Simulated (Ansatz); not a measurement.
# BH3Br (doublet): from Hartree-Fock to the top rungs at distance Br1–H2 along a hydrogen transfer = 1.663 Å, cc-pVDZ

An exercise on one series of results from a longer session: the logs are not shown, and one member is left open.

Program: Ansatz 0.2.0, Gaussian basis. Level of theory: cc-pVDZ, core rule «outside noble gas», up to 15 orbitals frozen. These are calculated values, not measurements.

The runs, in order: UHF; CCSD(T) on ROHF; CCSD(T) on UHF; BCCD(T) on ROHF; CISD; CCSDT(Q) on ROHF; CCSDT(Q) on UHF; CASSCF and MRCISD+Q, 3 electrons in 3 orbitals; CASSCF and NEVPT2, 3 electrons in 3 orbitals.

16 further runs of the same task are left out: 9 for a known fault of the program, 1 for a mislabelled method, 6 that didn't finish.

**The geometry**

The geometry derives from fragments relaxed apart (PBE0/def2-TZVP) and kept rigid, so it is no stationary point. A hydrogen atom is moved between rigid fragments. No spin-orbit coupling is included. The filled d shell of Br may be among the frozen orbitals whatever the setting's name suggests; the logs give the count.

5 atoms, charge 0, spin multiplicity 2.

Atoms are counted from 1 here; the program's logs count them from 0.

Bond lengths: Br1–H2 1.663 Å, H2–B3 1.267 Å, B3–H4 1.191 Å, B3–H5 1.191 Å. Angles: Br1–H2–B3 180.0°, H2–B3–H4 115.3°, H2–B3–H5 115.3°, H4–B3–H5 129.4°.

The first run:

The input, in.yaml:

```yaml
crystal:
  periodic: [false, false, false]
  atoms:
    - {symbol: Br, position_ang: [-0.429760, 0.000000, 0.000000]}
    - {symbol: H, position_ang: [1.233240, 0.000000, 0.000000]}
    - {symbol: B, position_ang: [2.500240, 0.000000, 0.000000]}
    - {symbol: H, position_ang: [3.009313, 0.000000, 1.077008]}
    - {symbol: H, position_ang: [3.009313, 0.000000, -1.077008]}
basis:
  gaussian: {orbitals: cc-pVDZ}
magnetization: {spin_polarized: true, initial_magnetization: 1}
hamiltonian: {xc: hf}
output: {orbitals: {seedname: orbitals}}
```

On the command line:

```sh
$ ansatz run in.yaml --threads 1 --pin off --events-out ev --progress --plain --max-ram 2393MiB
```

Steps of the session up to this table: UHF; CCSD(T) on ROHF; CCSD(T) on UHF; BCCD(T) on ROHF; CISD; CCSDT(Q) on ROHF; CCSDT(Q) on UHF; CASSCF and MRCISD+Q, 3 electrons in 3 orbitals; CASSCF and NEVPT2, 3 electrons in 3 orbitals.

One table of the session follows, with a row left open; its other results are not shown here.

It belongs to the step «Misses and costs». 

```
       method  from UCCSDT(Q) (kcal/mol)
         ROHF                    +155.72
          UHF                    +151.52
         RMP2                     +24.64
         UMP2                     +25.63
         CISD                     +15.00
        RCCSD                      +3.29
        UCCSD                      +3.17
     RCCSD(T)                      +0.66
     UCCSD(T)                      +0.64
      BCCD(T)                      +0.67
       RCCSDT                      +0.22
       UCCSDT                      +0.19
    RCCSDT(Q)                          ?
    UCCSDT(Q)                          0
  CASSCF pair                    +145.11
  NEVPT2 pair                     +25.41
  MRCISD pair                     +13.39
MRCISD+Q pair                      +0.82
```

**Question.** Estimate the row for RCCSDT(Q).

As computed: from UCCSDT(Q) (kcal/mol): +0.03. In the column «from UCCSDT(Q) (kcal/mol)» it lies between UCCSDT(Q) (0) and UCCSDT (+0.19).

Limits of these values: Restricted and unrestricted rows rest on different reference determinants; where their highest levels disagree by more than a few hundredths of an eV, they describe different states and don't form one ladder.
